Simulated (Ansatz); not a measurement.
# C₂H₆N₂Si: up Jacob's ladder to CCSD(T)

Aim: compute C₂H₆N₂Si with functionals from several rungs and with coupled cluster. The yardstick is the atomisation energy at the CCSD(T) limit.

Program: Ansatz 0.2.0, Gaussian basis. Level of theory: functionals in def2-TZVPP, the program's frozen cores in correlated methods. These are calculated values, not measurements.

Plan: PBE-D4, r2SCAN-D4, PBE0-D4, B3LYP-D4, ωB97X-V, ωB97M-V, B2PLYP; CCSD(T)/def2-TZVPP; MP2/def2-QZVPP; extrapolation to the limit.

## Step 1: The geometry

The geometry comes from an earlier relaxation with PBE0-D4 in a triple-zeta def2 set; it is a stationary point, not always the lowest conformer.

SMILES `C=N/C=N/[SiH3]`, 11 atoms, charge 0, spin multiplicity 1.

Atoms are counted from 1 here; the program's logs count them from 0.

Bond lengths: C1–N2 1.260 Å, C1–H6 1.095 Å, C1–H7 1.089 Å, N2–C3 1.392 Å, C3–N4 1.261 Å, C3–H8 1.100 Å, N4–Si5 1.734 Å, Si5–H9 1.495 Å, Si5–H10 1.484 Å, Si5–H11 1.485 Å. Angles: N2–C1–H6 122.6°, N2–C1–H7 119.2°, H6–C1–H7 118.2°, C1–N2–C3 119.3°, N2–C3–N4 123.3°, N2–C3–H8 111.8°, N4–C3–H8 124.7°, C3–N4–Si5 123.9°, N4–Si5–H9 112.3°, N4–Si5–H10 108.9°, N4–Si5–H11 108.2°, H9–Si5–H10 109.1°, H9–Si5–H11 109.2°, H10–Si5–H11 109.1°.

Coordinates:

```xyz
11
charge 0, multiplicity 1
C    -1.52725    1.74567   -0.86155
N    -0.83724    0.87976   -1.46370
C    -0.23329   -0.13893   -0.73235
N     0.52284    0.07168    0.25463
Si    1.37388   -1.17752    1.10359
H    -1.71654    1.70299    0.21590
H    -1.95411    2.57267   -1.42662
H    -0.44296   -1.12999   -1.16101
H     1.07090   -2.53817    0.56434
H     2.83263   -0.92595    0.99478
H     0.97646   -1.11920    2.53281
```

## Step 2: PBE-D4 (GGA)

Input file in.yaml:

```yaml
crystal:
  periodic: [false, false, false]
  atoms:
    - {symbol: C, position_ang: [-1.527250, 1.745665, -0.861549]}
    - {symbol: N, position_ang: [-0.837242, 0.879760, -1.463704]}
    - {symbol: C, position_ang: [-0.233294, -0.138933, -0.732355]}
    - {symbol: N, position_ang: [0.522835, 0.071679, 0.254628]}
    - {symbol: Si, position_ang: [1.373883, -1.177523, 1.103586]}
    - {symbol: H, position_ang: [-1.716540, 1.702989, 0.215897]}
    - {symbol: H, position_ang: [-1.954110, 2.572669, -1.426620]}
    - {symbol: H, position_ang: [-0.442965, -1.129987, -1.161009]}
    - {symbol: H, position_ang: [1.070896, -2.538169, 0.564338]}
    - {symbol: H, position_ang: [2.832627, -0.925952, 0.994778]}
    - {symbol: H, position_ang: [0.976459, -1.119197, 2.532810]}
basis:
  gaussian: {orbitals: def2-TZVPP}
hamiltonian: {xc: pbe, dispersion: d4}
output: {forces: true, orbitals: {seedname: orbitals}}
```

Run with:

```
$ ansatz run in.yaml --threads 4 --pin off --events-out ev --progress --plain --max-ram 10444MiB
```

Further steps of the session: r2SCAN-D4 (meta-GGA); PBE0-D4 (hybrid); B3LYP-D4 (hybrid); ωB97X-V (range-separated); ωB97M-V (range-separated); B2PLYP (double hybrid); CCSD(T) in def2-TZVPP; MP2 in def2-QZVPP.

Q: Predict the results of all the runs planned. Wanted: atomisation energy, CCSD(T)/CBS; farthest; mean size of error, hybrid; mean size of error, range-separated; gap, smallest and largest; T1 diagnostic; triples share of the correlation energy.

As calculated:

```
                               quantity                                 value
        atomisation energy, CCSD(T)/CBS                        980.4 kcal/mol
functionals within 4.9 kcal/mol (0.5 %)            r2SCAN-D4, PBE0-D4, B2PLYP
                               farthest               PBE-D4 (+31.0 kcal/mol)
             mean size of error, hybrid                          7.2 kcal/mol
    mean size of error, range-separated                          7.5 kcal/mol
              gap, smallest and largest  3.41 eV (PBE-D4), 10.62 eV (ωB97X-V)
                          T1 diagnostic                                0.0147
triples share of the correlation energy                                 4.4 %
```

In words: PBE-D4 misses by +31.0 kcal/mol. Double hybrids carry the basis error of their MP2 part in triple zeta, and no dispersion term here, so their miss is partly the set-up's. Misses under about 4.9 kcal/mol are within the doubt on the reference itself, which lacks core-valence correlation, relativity and higher excitations. Hartree-Fock recovers 69 % of the binding; the rest is correlation. The gap grows from 3.4 to 10.6 eV across the functionals, mostly with the share of exact exchange.
